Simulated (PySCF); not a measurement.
**KZn+: bond curves at several levels of theory**

An exercise on one series of results from a longer session: the logs are not shown, and one member is left open.

Method: K x2c-SVPall, Zn x2c-SVPall, spin-free X2C with a Gaussian nucleus; program: PySCF 2.14.0.

The first run:

The job is set up so:

* atoms: K, Zn
* charge: 1
* basis: K x2c-SVPall, Zn x2c-SVPall
* Hamiltonian: spin-free X2C with a Gaussian nucleus
* basis functions: 60
* electrons treated: 48
* masses in u: 38.9637, 63.9291
* levels: PBE0, PBE, r²SCAN, r²SCAN0, BHandHLYP, BLYP, ωB97X, HF, MP2, SCS-MP2, CCSD, CCSD(T)
* grid: 80 radial by 434 angular points
* occupations: held fixed by the projection of orbital angular momentum
* dissociation limit: K+ + Zn, each in its ground configuration
* starting distance in angstrom: 3.235
* values of 2S to try: 0, 2

The run is started by

```bash
> OMP_NUM_THREADS=1 python dia.py task.json out
```

Among the steps run: Set-up; The PBE0 curve of the state that the search chose; Other states along the same grid; PBE (GGA); r²SCAN; r²SCAN0; BHandHLYP (global hybrid GGA); BLYP; ωB97X (range-separated hybrid); RHF; Adding correlation.

One table of the session follows, with a row left open; its other results are not shown here.

```
      level  Re (Å)  ωe (cm⁻¹)  De (eV)
        RHF   3.782       66.6    0.180
    RHF-MP2   3.515       87.6    0.277
RHF-SCS-MP2   3.546       84.7    0.259
   RHF-CCSD   3.552       84.4    0.258
RHF-CCSD(T)   3.541       85.4    0.262
        PBE   3.530       74.4    0.233
       BLYP   3.594       67.9    0.196
     r²SCAN   3.567       72.1    0.203
       PBE0       ?          ?        ?
    r²SCAN0   3.564       73.9    0.210
  BHandHLYP   3.585       73.3    0.213
      ωB97X   3.548       74.5    0.212
```

**Question.** Estimate the row for PBE0.

As computed: Re (Å): 3.546; ωe (cm⁻¹): 75.1; De (eV): 0.229.

De is counted to K+ + Zn in their ground configurations.

To keep in mind: The bond is weak, and basis-set superposition, which was not computed, may be a sizeable part of it.
